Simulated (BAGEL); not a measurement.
# One shape, several levels: CH6O2Si (SMILES C[SiH](O)O)

Wanted: a comparison of 3 runs (HF/STO-3G, HF/6-31G*, HF/cc-pVDZ) of CH6O2Si. 

The calculation is run with BAGEL 1.2.2.

2 further runs of the same task are left out: 1 that didn't finish, 1 set aside as unsound or not needed. Runs told in other sessions of the task aren't counted.

### Step 1. The structure to begin with

CH6O2Si has 10 atoms, charge 0, and is taken as a singlet. As SMILES, `C[SiH](O)O`. One bond was lengthened or shortened from a relaxed shape.

Bond lengths: C1–Si2 1.852 Å, Si2–O3 1.647 Å, Si2–O4 1.646 Å, C1–H5 1.093 Å, C1–H6 1.257 Å, C1–H7 1.092 Å, Si2–H8 1.484 Å, O3–H9 0.958 Å, O4–H10 0.958 Å. Some angles: C1–Si2–O3 105.2°, C1–Si2–O4 112.8°, O3–Si2–O4 112.2°, C1–Si2–H8 113.0°, O3–Si2–H8 110.8°, O4–Si2–H8 103.1°, Si2–C1–H5 111.0°, Si2–C1–H6 110.6°, Si2–C1–H7 110.8°, Si2–O3–H9 117.2°.

### Step 2. The energy at HF/STO-3G (density fitting with qzvpp-jkfit) (run 1)

The input, calc.json:

```json
{ "bagel" : [

{
  "title" : "molecule",
  "basis" : "sto-3g",
  "df_basis" : "qzvpp-jkfit",
  "angstrom" : true,
  "geometry" : [
    { "atom" : "C", "xyz" : [      -1.208918,       0.326600,      -0.285516 ] },
    { "atom" : "Si", "xyz" : [       0.601582,       0.158800,       0.067684 ] },
    { "atom" : "O", "xyz" : [       0.734482,      -1.177200,       1.021684 ] },
    { "atom" : "O", "xyz" : [       1.509082,       0.037300,      -1.300716 ] },
    { "atom" : "H", "xyz" : [      -1.597018,      -0.571000,      -0.774716 ] },
    { "atom" : "H", "xyz" : [      -1.853400,       0.489100,       0.780800 ] },
    { "atom" : "H", "xyz" : [      -1.400318,       1.182600,      -0.936516 ] },
    { "atom" : "H", "xyz" : [       1.172682,       1.348700,       0.745584 ] },
    { "atom" : "H", "xyz" : [       1.605582,      -1.388100,       1.360684 ] },
    { "atom" : "H", "xyz" : [       1.276182,      -0.648800,      -1.928016 ] }
  ]
},

{
  "title" : "hf"
},

{
  "title" : "print",
  "file" : "orbitals.molden",
  "orbitals" : true
}

]}
```

Launch:

```
$ BAGEL_NUM_THREADS=1 BAGEL calc.json > calc.out
```

The log of the run:

```text
* using 1 threads per process

  ===============================================================
  ===============================================================

  *** Geometry ***

  { "atom" : "C", "xyz" : [     -2.284524,      0.617185,     -0.539547 ] },
  { "atom" : "Si", "xyz" : [      1.136825,      0.300089,      0.127904 ] },
  { "atom" : "O", "xyz" : [      1.387970,     -2.224586,      1.930703 ] },
  { "atom" : "O", "xyz" : [      2.851752,      0.070487,     -2.457997 ] },
  { "atom" : "H", "xyz" : [     -3.017927,     -1.079034,     -1.464001 ] },
  { "atom" : "H", "xyz" : [     -3.502418,      0.924265,      1.475498 ] },
  { "atom" : "H", "xyz" : [     -2.646218,      2.234790,     -1.769759 ] },
  { "atom" : "H", "xyz" : [      2.216048,      2.548674,      1.408950 ] },
  { "atom" : "H", "xyz" : [      3.034110,     -2.623129,      2.571320 ] },
  { "atom" : "H", "xyz" : [      2.411634,     -1.226054,     -3.643422 ] },

  Number of auxiliary basis functions:      465

  Since a DF basis is specified, we compute 2- and 3-index integrals:
    o Being stored without compression. Storage requirement is 0.003 GB

  Number of basis functions:       30
  Number of electrons      :       42

    * METHOD: MOLECULE                             0.13

  *** RHF ***

  === Nuclear Repulsion ===
   183.3222821954

      * DIIS with orbital gradients will be used.

  === RHF iteration (sto-3g) ===
      0       -474.11639041          0.01711605           0.01
      1       -474.20360291          0.00354875           0.01
      2       -474.20746243          0.00074290           0.01
      3       -474.20772007          0.00012455           0.01
      4       -474.20772683          0.00002950           0.01
      5       -474.20772742          0.00000508           0.01
      6       -474.20772744          0.00000110           0.01
      7       -474.20772744          0.00000027           0.01
      8       -474.20772744          0.00000007           0.01
      9       -474.20772744          0.00000002           0.01
     10       -474.20772744          0.00000001           0.01
    * SCF iteration converged.

    * Permanent dipole moment:
           (    0.008089,     0.103466,     0.080218) a.u.

    * METHOD: HF                                   0.22

    * METHOD: PRINT                                0.00

  ===============================================================
```

Run time: 0.52 s. Hardware: 1 thread of Arm Neoverse V2, shared host; peak memory 0.084 GiB.

### Step 3. The energy at HF/6-31G(d) (density fitting with qzvpp-jkfit, spherical functions) (run 2)

The input, calc.json:

```json
{ "bagel": [

{
  "title": "molecule",
  "basis": "6-31gs.json",
  "df_basis": "qzvpp-jkfit",
  "angstrom": true,
  "geometry": [
    { "atom": "C", "xyz": [   -1.208918,    0.326600,   -0.285516 ] },
    { "atom": "Si", "xyz": [    0.601582,    0.158800,    0.067684 ] },
    { "atom": "O", "xyz": [    0.734482,   -1.177200,    1.021684 ] },
    { "atom": "O", "xyz": [    1.509082,    0.037300,   -1.300716 ] },
    { "atom": "H", "xyz": [   -1.597018,   -0.571000,   -0.774716 ] },
    { "atom": "H", "xyz": [   -1.853400,    0.489100,    0.780800 ] },
    { "atom": "H", "xyz": [   -1.400318,    1.182600,   -0.936516 ] },
    { "atom": "H", "xyz": [    1.172682,    1.348700,    0.745584 ] },
    { "atom": "H", "xyz": [    1.605582,   -1.388100,    1.360684 ] },
    { "atom": "H", "xyz": [    1.276182,   -0.648800,   -1.928016 ] }
  ]
},
{ "title": "hf" },
{ "title": "print", "file": "orbitals.molden", "orbitals": true }

]}
```

The basis set 6-31G* is read from a file made from the Basis Set Exchange's data (not shown).

Launch:

```
$ BAGEL_NUM_THREADS=1 BAGEL calc.json > calc.out
```

The log of the run:

```text
* using 1 threads per process

  ===============================================================
  ===============================================================

  *** Geometry ***

  { "atom" : "C", "xyz" : [     -2.284524,      0.617185,     -0.539547 ] },
  { "atom" : "Si", "xyz" : [      1.136825,      0.300089,      0.127904 ] },
  { "atom" : "O", "xyz" : [      1.387970,     -2.224586,      1.930703 ] },
  { "atom" : "O", "xyz" : [      2.851752,      0.070487,     -2.457997 ] },
  { "atom" : "H", "xyz" : [     -3.017927,     -1.079034,     -1.464001 ] },
  { "atom" : "H", "xyz" : [     -3.502418,      0.924265,      1.475498 ] },
  { "atom" : "H", "xyz" : [     -2.646218,      2.234790,     -1.769759 ] },
  { "atom" : "H", "xyz" : [      2.216048,      2.548674,      1.408950 ] },
  { "atom" : "H", "xyz" : [      3.034110,     -2.623129,      2.571320 ] },
  { "atom" : "H", "xyz" : [      2.411634,     -1.226054,     -3.643422 ] },

  Number of auxiliary basis functions:      465

  Since a DF basis is specified, we compute 2- and 3-index integrals:
    o Being stored without compression. Storage requirement is 0.019 GB

  Number of basis functions:       72
  Number of electrons      :       42

    * METHOD: MOLECULE                             0.18

  *** RHF ***

  === Nuclear Repulsion ===
   183.3222821954

      * DIIS with orbital gradients will be used.

  === RHF iteration (6-31gs.json) ===
      0       -479.79656644          0.02677562           0.04
      1       -479.98623077          0.01582469           0.04
      2       -480.07985504          0.00166919           0.04
      3       -480.08122534          0.00042074           0.04
      4       -480.08131312          0.00007668           0.04
      5       -480.08131712          0.00001463           0.04
      6       -480.08131734          0.00000353           0.04
      7       -480.08131735          0.00000136           0.04
      8       -480.08131735          0.00000042           0.04
      9       -480.08131735          0.00000010           0.04
     10       -480.08131735          0.00000005           0.04
     11       -480.08131735          0.00000001           0.04
     12       -480.08131735          0.00000000           0.04
    * SCF iteration converged.

    * Permanent dipole moment:
           (   -0.014866,     0.345837,     0.209729) a.u.

    * METHOD: HF                                   0.62

    * METHOD: PRINT                                0.01

  ===============================================================
```

It took 0.97 s on 1 thread of Arm Neoverse V2, shared host; peak memory 0.097 GiB.

### Step 4. The energy at HF/cc-pVDZ (density fitting with qzvpp-jkfit) (run 3)

The input, hf.json:

```json
{ "bagel": [

{
  "title": "molecule",
  "basis": "cc-pvdz.json",
  "df_basis": "qzvpp-jkfit",
  "angstrom": true,
  "geometry": [
    { "atom": "C", "xyz": [      -1.208918,       0.326600,      -0.285516 ] },
    { "atom": "Si", "xyz": [       0.601582,       0.158800,       0.067684 ] },
    { "atom": "O", "xyz": [       0.734482,      -1.177200,       1.021684 ] },
    { "atom": "O", "xyz": [       1.509082,       0.037300,      -1.300716 ] },
    { "atom": "H", "xyz": [      -1.597018,      -0.571000,      -0.774716 ] },
    { "atom": "H", "xyz": [      -1.853400,       0.489100,       0.780800 ] },
    { "atom": "H", "xyz": [      -1.400318,       1.182600,      -0.936516 ] },
    { "atom": "H", "xyz": [       1.172682,       1.348700,       0.745584 ] },
    { "atom": "H", "xyz": [       1.605582,      -1.388100,       1.360684 ] },
    { "atom": "H", "xyz": [       1.276182,      -0.648800,      -1.928016 ] }
  ]
},

{
  "title": "hf"
},

{
  "title": "print",
  "file": "orbitals.molden",
  "orbitals": true
}

]}
```

The basis set cc-pVDZ is read from a file made from the Basis Set Exchange's data (not shown).

Launch:

```
$ BAGEL_NUM_THREADS=1 BAGEL hf.json > hf.out
```

The log of the run:

```text
* using 1 threads per process

  ===============================================================
  ===============================================================

  *** Geometry ***

  { "atom" : "C", "xyz" : [     -2.284524,      0.617185,     -0.539547 ] },
  { "atom" : "Si", "xyz" : [      1.136825,      0.300089,      0.127904 ] },
  { "atom" : "O", "xyz" : [      1.387970,     -2.224586,      1.930703 ] },
  { "atom" : "O", "xyz" : [      2.851752,      0.070487,     -2.457997 ] },
  { "atom" : "H", "xyz" : [     -3.017927,     -1.079034,     -1.464001 ] },
  { "atom" : "H", "xyz" : [     -3.502418,      0.924265,      1.475498 ] },
  { "atom" : "H", "xyz" : [     -2.646218,      2.234790,     -1.769759 ] },
  { "atom" : "H", "xyz" : [      2.216048,      2.548674,      1.408950 ] },
  { "atom" : "H", "xyz" : [      3.034110,     -2.623129,      2.571320 ] },
  { "atom" : "H", "xyz" : [      2.411634,     -1.226054,     -3.643422 ] },

  Number of auxiliary basis functions:      465

  Since a DF basis is specified, we compute 2- and 3-index integrals:
    o Being stored without compression. Storage requirement is 0.030 GB

  Number of basis functions:       90
  Number of electrons      :       42

    * METHOD: MOLECULE                             0.20

  *** RHF ***

  === Nuclear Repulsion ===
   183.3222821954

      * DIIS with orbital gradients will be used.

  === RHF iteration (cc-pvdz.json) ===
      0       -479.76489150          0.01910942           0.05
      1       -480.00235371          0.01185805           0.05
      2       -480.11090282          0.00150588           0.05
      3       -480.11280378          0.00050156           0.05
      4       -480.11298507          0.00009195           0.05
      5       -480.11299236          0.00001928           0.05
      6       -480.11299277          0.00000654           0.05
      7       -480.11299282          0.00000135           0.05
      8       -480.11299282          0.00000051           0.05
      9       -480.11299282          0.00000018           0.05
     10       -480.11299282          0.00000007           0.05
     11       -480.11299282          0.00000002           0.05
     12       -480.11299282          0.00000000           0.05
    * SCF iteration converged.

    * Permanent dipole moment:
           (    0.009173,     0.325582,     0.203924) a.u.

    * METHOD: HF                                   0.83

    * METHOD: PRINT                                0.01

  ===============================================================
```

Wall time 1.2 s (1 thread of Arm Neoverse V2, shared host); peak memory 0.12 GiB.

### Step 5. The series

| run | level | energy (Eh) | dipole moment (D) | HOMO energy (eV) | LUMO energy (eV) | wall time |
| --- | --- | --- | --- | --- | --- | --- |
| 1 | HF/STO-3G (density fitting with qzvpp-jkfit) | -474.207727 | 0.33 | -9.30 | 13.15 | 0.52 s |
| 2 | HF/6-31G* (density fitting with qzvpp-jkfit, spherical functions) | -480.081317 | 1.03 | -11.97 | 4.97 | 0.97 s |
| 3 | HF/cc-pVDZ (density fitting with qzvpp-jkfit) | -480.112993 | 0.98 | -11.92 | 4.51 | 1.2 s |

### Step 6. Results

| quantity | value |
| --- | --- |
| run 3: total energy | -480.11299 Eh |
| run 3: dipole moment | 0.98 D |
| run 3: HOMO energy | -11.92 eV |
| run 3: LUMO energy | 4.51 eV |
| run 3: HOMO–LUMO gap | 16.44 eV |

What this shows: The dipole moment (its size) runs from 0.33 D (HF/STO-3G) to 1.03 D (HF/6-31G*). The HOMO–LUMO gap runs from 16.44 eV (HF/cc-pVDZ) to 22.46 eV (HF/STO-3G). In run 1 the basis is minimal, so the values are rough. All runs together took 2.7 s, the longest 1.2 s.
